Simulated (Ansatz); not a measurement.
# MgCd3S4: the cost of one run

Computed with Ansatz 0.2.0 (DFT PBE, scalar-relativistic, plane waves, PAW, unless a step's input says otherwise).

1 further run of the same task is left out (it didn't finish).

## Step 1: Starting point

Symmetry: P4/mmm, No. 123, tetragonal system. Conventional cell: a = 3.844 Å, b = 3.844 Å, c = 10.894 Å, α = 90.00°, β = 90.00°, γ = 90.00°. Around Mg (site symmetry 4/mmm) lie 6 S at 2.66 to 2.72 Å. Cd (site symmetry 4mm) is surrounded by 6 S at 2.69 to 2.75 Å. Cd (site symmetry 4/mmm) has 6 S at 2.72 to 2.79 Å as nearest neighbours. Around S (site symmetry 4mm) lie 1 Mg at 2.66 Å and 5 Cd at 2.72 to 2.79 Å. S (site symmetry 4/mmm) has 6 Cd at 2.72 to 2.75 Å as nearest neighbours. S (site symmetry 4/mmm) is surrounded by 2 Cd at 2.69 Å and 4 Mg at 2.72 Å.

As a file:

```cif
data_structure
_symmetry_space_group_name_H-M 'P4/mmm'
_symmetry_Int_Tables_number 123
_cell_length_a 3.8442
_cell_length_b 3.8442
_cell_length_c 10.8939
_cell_angle_alpha 90.000
_cell_angle_beta 90.000
_cell_angle_gamma 90.000
_cell_volume 160.99
loop_
_atom_site_label
_atom_site_type_symbol
_atom_site_symmetry_multiplicity
_atom_site_Wyckoff_symbol
_atom_site_fract_x
_atom_site_fract_y
_atom_site_fract_z
_atom_site_occupancy
Mg1 Mg 1 a 0.00000 0.00000 0.00000 1
Cd1 Cd 2 h 0.50000 0.50000 0.24737 1
Cd2 Cd 1 b 0.00000 0.00000 0.50000 1
S1 S 2 g 0.00000 0.00000 0.24382 1
S2 S 1 d 0.50000 0.50000 0.50000 1
S3 S 1 c 0.50000 0.50000 0.00000 1
```

The cell was relaxed beforehand at this level, from a generated guess; it needn't be the stable form of this composition. At a tolerance of 0.02 Å it has space group P4/mmm (No. 123); it has 20.12 Å³/atom, an uncorrected energy of -0.74 eV/atom over the elements.

## Step 2: Static run: bands, density of states and charges

Input file input.yaml:

```yaml
crystal:
  lattice:
    - [3.8441903386, 0.0, 0.0]
    - [0.0, 3.8441903386, 0.0]
    - [0.0, 0.0, 10.893869302]
  atoms:
    - { symbol: Mg, position: [0.0, 0.0, 0.0] }
    - { symbol: Cd, position: [0.5, 0.5, 0.2473737369] }
    - { symbol: Cd, position: [0.0, 0.0, 0.5] }
    - { symbol: Cd, position: [0.5, 0.5, 0.7526262631] }
    - { symbol: S, position: [0.0, 0.0, 0.2438174541] }
    - { symbol: S, position: [0.5, 0.5, 0.5] }
    - { symbol: S, position: [0.0, 0.0, 0.7561825459] }
    - { symbol: S, position: [0.5, 0.5, 0.0] }
basis:
  ecutwfc: 420
kpoints:
  mp_grid: { grid: [10, 10, 4] }
  band_path:
    path:
      - [[0.0, 0.0, 0.0], [0.0, 0.5, 0.0], [0.5, 0.5, 0.0], [0.0, 0.0, 0.0], [0.0, 0.0, 0.5], [0.0, 0.5, 0.5], [0.5, 0.5, 0.5], [0.0, 0.0, 0.5]]
      - [[0.0, 0.5, 0.0], [0.0, 0.5, 0.5]]
      - [[0.5, 0.5, 0.0], [0.5, 0.5, 0.5]]
    npoints: 14
hamiltonian:
  xc: pbe
scf:
  occupations: { method: gaussian, width: 0.01 }
  n_extra_bands: 20
output:
  forces: true
  stress: true
  eigenvalues: true
  populations: true
  dos: { projected: true, de: 0.02, nscf_kmesh: { grid: [12, 12, 5] } }
  bader: true
  write_density: true
  write_potential: true
  elf: true
  volumetric_format: npy
```

Launch:

```sh
$ ansatz run input.yaml --threads 1 --pin off --max-ram 2560MiB --backend cpu --events-out ev --progress --plain --runs-dir out
```

What time and memory should one allow on 1 thread of AMD EPYC (Zen 3), shared host?

About 4.5 min, with a peak of 1 GiB.
